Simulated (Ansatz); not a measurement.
# CH6O2Si: the cost of one run

All numbers below are computed with Ansatz 0.2.0 (RKS PBE0/def2-SVP).

### Step 1. The structure to begin with

Bond lengths: Si1–O2 2.067 Å, Si1–O3 1.567 Å, Si1–H5 1.457 Å, Si1–C6 1.887 Å, O2–H7 0.955 Å, C6–H8 1.086 Å, C6–H9 1.086 Å, C6–H10 1.087 Å. Angles: Si1–O2–H7 116.9°, O2–Si1–O3 78.7°, O2–Si1–H5 103.4°, O2–Si1–C6 106.2°, O3–Si1–H5 120.9°, O3–Si1–C6 122.7°, H5–Si1–C6 113.4°, Si1–C6–H8 112.1°, Si1–C6–H9 110.6°, Si1–C6–H10 110.6°, H8–C6–H9 107.9°, H8–C6–H10 107.7°, H9–C6–H10 107.7°.

Structure file:

```xyz
10

Si   -0.4636    0.0292   -0.4916
O     1.5032    0.5946   -0.7857
O     0.0027   -1.0262   -1.5524
H     1.1233   -0.4105   -1.4784
H    -1.2185    1.2091   -0.8923
C    -0.6250   -0.3743    1.3445
H     1.6546    1.3748   -1.3153
H    -0.7000    0.5208    1.9544
H     0.2349   -0.9420    1.6886
H    -1.5116   -0.9753    1.5282
```

### Step 2. Pulling towards end A

Springs on the bonds that form and break draw the guess towards this end; the thresholds are loose.

Contents of input.yaml:

```yaml
crystal:
  periodic: [false, false, false]
  atoms:
    - { symbol: Si, position_ang: [-0.4636, 0.0292, -0.4916] }
    - { symbol: O, position_ang: [1.5032, 0.5946, -0.7857] }
    - { symbol: O, position_ang: [0.0027, -1.0262, -1.5524] }
    - { symbol: H, position_ang: [1.1233, -0.4105, -1.4784] }
    - { symbol: H, position_ang: [-1.2185, 1.2091, -0.8923] }
    - { symbol: C, position_ang: [-0.625, -0.3743, 1.3445] }
    - { symbol: H, position_ang: [1.6546, 1.3748, -1.3153] }
    - { symbol: H, position_ang: [-0.7, 0.5208, 1.9544] }
    - { symbol: H, position_ang: [0.2349, -0.942, 1.6886] }
    - { symbol: H, position_ang: [-1.5116, -0.9753, 1.5282] }
basis:
  gaussian: { orbitals: def2-SVP }
hamiltonian:
  xc: pbe0
relax:
  f_tol: 0.15
  max_steps: 25
  restrain:
    - { distance: [3, 1], at: 2.27, k: 30.0 }
    - { distance: [0, 1], at: 1.77, k: 30.0 }
    - { distance: [3, 2], at: 0.97, k: 30.0 }
output:
  orbitals: {}
```

Started as:

```bash
ansatz run input.yaml --threads 2 --pin off --max-ram 3072MiB --backend cpu --events-out ev --progress --plain --runs-dir out
```

What time and memory should one allow on 2 threads of Arm Neoverse V1, shared host?

About 19 s, with a peak of 0.17 GiB.
